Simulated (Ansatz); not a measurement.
# Ba2SrN2: the cost of one run

Method: DFT PBE, scalar-relativistic, plane waves, PAW, in Ansatz 0.2.0.

5 further runs of the same task are left out: 1 that didn't finish, 4 set aside as unsound or not needed.

## (1) Starting point

The structure is tetragonal, space group I4/mmm (No. 139). The conventional cell has a = 4.743 Å, b = 4.743 Å, c = 12.445 Å, α = 90.00°, β = 90.00°, γ = 90.00°. Ba (site symmetry -4m2) is surrounded by 4 N at 2.83 Å. Around Sr (site symmetry 4/mmm) lie 8 N at 3.70 Å and 8 Ba at 3.91 Å. Around N (site symmetry 4mm) lie 4 Ba at 2.83 Å and 4 Sr at 3.70 Å.

Coordinates:

```xyz
5
Lattice="-2.3717 2.3717 6.2227 2.3717 -2.3717 6.2227 2.3717 2.3717 -6.2227" Properties=species:S:1:pos:R:3 pbc="T T T"
Ba    2.3717    0.0000    3.1113
Ba    0.0000    2.3717    3.1113
Sr    0.0000    0.0000    0.0000
N     0.0000    0.0000    7.7908
N     0.0000    0.0000    4.6546
```

This is candidate A: ThCr2Si2 type (I4/mmm, No. 139).

(A quick probe on a coarse mesh, which set the mesh and smearing, is not shown.)

## (3) A loose first relaxation (candidate A)

The input, input.yaml:

```yaml
crystal:
  lattice:
    - [-2.3716654874, 2.3716654874, 6.2226866749]
    - [2.3716654874, -2.3716654874, 6.2226866749]
    - [2.3716654874, 2.3716654874, -6.2226866749]
  atoms:
    - { symbol: Ba, position: [0.25, 0.75, 0.5] }
    - { symbol: Ba, position: [0.75, 0.25, 0.5] }
    - { symbol: Sr, position: [0.0, 0.0, 0.0] }
    - { symbol: "N", position: [0.626, 0.626, 0.0] }
    - { symbol: "N", position: [0.374, 0.374, 0.0] }
basis:
  ecutwfc: 420
kpoints:
  mp_grid: { grid: [6, 6, 6] }
hamiltonian:
  xc: pbe
scf:
  occupations: { method: gaussian, width: 0.1 }
  lower_state_search: "off"
output:
  forces: true
  stress: true
  eigenvalues: true
relax:
  adjacent_minimum: "off"
  f_tol: 0.04
  max_steps: 70
  cell: { stress_tol: 0.4 }
```

Started as:

```sh
> ansatz run input.yaml --threads 1 --pin off --max-ram 2560MiB --backend cpu --events-out ev --progress --plain --runs-dir out
```

**Question.** How long does this run take on 1 thread of Arm Neoverse V2, shared host, and how much memory does it need?

About 31 s, with a peak of 0.42 GiB.
